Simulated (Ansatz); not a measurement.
# CH₃BClGa: up Jacob's ladder to CCSD(T)

One table from this session's results is given with a row withheld; the runs are named, their logs left out.

Method: functionals in def2-TZVPP, the program's frozen cores in correlated methods; program: Ansatz 0.2.0, Gaussian basis.

The runs, in order: LDA (SPW92), PBE-D4, revPBE-D4, BLYP-D4, r2SCAN-D4, B97M-V, PBE0-D4, B3LYP-D4, r2SCANh-D4, r2SCAN0-D4, HSE06-D4, BHLYP-D4, CAM-B3LYP-D4, LC-ωPBE, ωB97X-V, ωB97M-V, B2PLYP, PBE-QIDH; CCSD(T)/def2-SVP; CCSD(T)/def2-TZVPP; MP2/def2-QZVPP; extrapolation to the limit; RPA on PBE.

**Structure used throughout**

The geometry comes from an earlier relaxation with PBE0-D4 in a triple-zeta def2 set; it is a stationary point, not always the lowest conformer.

7 atoms, charge 0, spin multiplicity 1.

Atoms are counted from 1 here; the program's logs count them from 0.

Bond lengths: Cl1–C2 1.777 Å, Cl1–Ga4 2.585 Å, C2–B3 1.456 Å, C2–H5 1.083 Å, B3–Ga4 2.447 Å, B3–H6 1.216 Å, B3–H7 1.196 Å. Angles: C2–Cl1–Ga4 63.5°, Cl1–C2–B3 121.7°, Cl1–C2–H5 109.1°, B3–C2–H5 129.2°, C2–B3–Ga4 70.6°, C2–B3–H6 119.6°, C2–B3–H7 120.7°, Ga4–B3–H6 74.5°, Ga4–B3–H7 122.0°, H6–B3–H7 119.5°, Cl1–Ga4–B3 68.3°.

Geometry (Å):

```xyz
7
CH3BClGa
Cl   -1.73568   -1.02812   -0.33439
C     0.00530   -0.77739   -0.08448
B     0.51653    0.39740    0.60632
Ga   -0.71261    1.09894   -1.38958
H     0.55067   -1.58840   -0.55011
H    -0.25695    1.25524    0.98699
H     1.69414    0.57434    0.71945
```

The first run:

File in.yaml:

```yaml
crystal:
  periodic: [false, false, false]
  atoms:
    - {symbol: Cl, position_ang: [-1.735681, -1.028125, -0.334386]}
    - {symbol: C, position_ang: [0.005301, -0.777394, -0.084476]}
    - {symbol: B, position_ang: [0.516529, 0.397397, 0.606316]}
    - {symbol: Ga, position_ang: [-0.712605, 1.098940, -1.389581]}
    - {symbol: H, position_ang: [0.550667, -1.588401, -0.550111]}
    - {symbol: H, position_ang: [-0.256950, 1.255239, 0.986988]}
    - {symbol: H, position_ang: [1.694139, 0.574342, 0.719449]}
basis:
  gaussian: {orbitals: def2-TZVPP}
hamiltonian: {xc: lda}
output: {orbitals: {seedname: orbitals}}
```

Launch:

```
$ ansatz run in.yaml --threads 2 --pin off --events-out ev --progress --plain --max-ram 4352MiB
```

Among the steps run: LDA; PBE-D4 (GGA); revPBE-D4 (GGA); BLYP-D4 (GGA); r2SCAN-D4 (meta-GGA); B97M-V (meta-GGA); PBE0-D4 (hybrid); B3LYP-D4 (hybrid); r2SCANh-D4 (hybrid); r2SCAN0-D4 (hybrid); HSE06-D4 (hybrid); BHLYP-D4 (hybrid); CAM-B3LYP-D4 (range-separated); LC-ωPBE (range-separated); ωB97X-V (range-separated); ωB97M-V (range-separated); B2PLYP (double hybrid); PBE-QIDH (double hybrid).

One table of the session follows, with a row left open; its other results are not shown here.

It belongs to the step «Frontier levels by functional». 

| functional | HOMO (eV) | LUMO (eV) | gap (eV) |
| --- | --- | --- | --- |
| LDA (SPW92) | -5.83 | -2.80 | 3.02 |
| PBE-D4 | -5.63 | -2.56 | 3.08 |
| revPBE-D4 | -5.57 | -2.46 | 3.11 |
| BLYP-D4 | -5.46 | -2.44 | 3.02 |
| r2SCAN-D4 | -5.84 | -2.41 | 3.42 |
| B97M-V | -5.77 | -2.43 | 3.35 |
| PBE0-D4 | -6.58 | -1.80 | 4.77 |
| B3LYP-D4 | -6.38 | -2.01 | 4.37 |
| r2SCANh-D4 | -6.19 | -2.13 | 4.05 |
| r2SCAN0-D4 | -6.72 | -1.73 | 4.99 |
| HSE06-D4 | -6.19 | -2.17 | 4.02 |
| BHLYP-D4 | -7.36 | -1.00 | 6.36 |
| CAM-B3LYP-D4 | -7.77 | -0.85 | 6.92 |
| LC-ωPBE | -9.03 | 0.20 | 9.22 |
| ωB97X-V | ? | ? | ? |
| ωB97M-V | -8.61 | -0.04 | 8.57 |

Estimate the missing values for ωB97X-V.

The run gave: HOMO (eV): -8.69; LUMO (eV): 0.11; gap (eV): 8.81. In the column «HOMO (eV)» it lies between LC-ωPBE (-9.03) and ωB97M-V (-8.61).
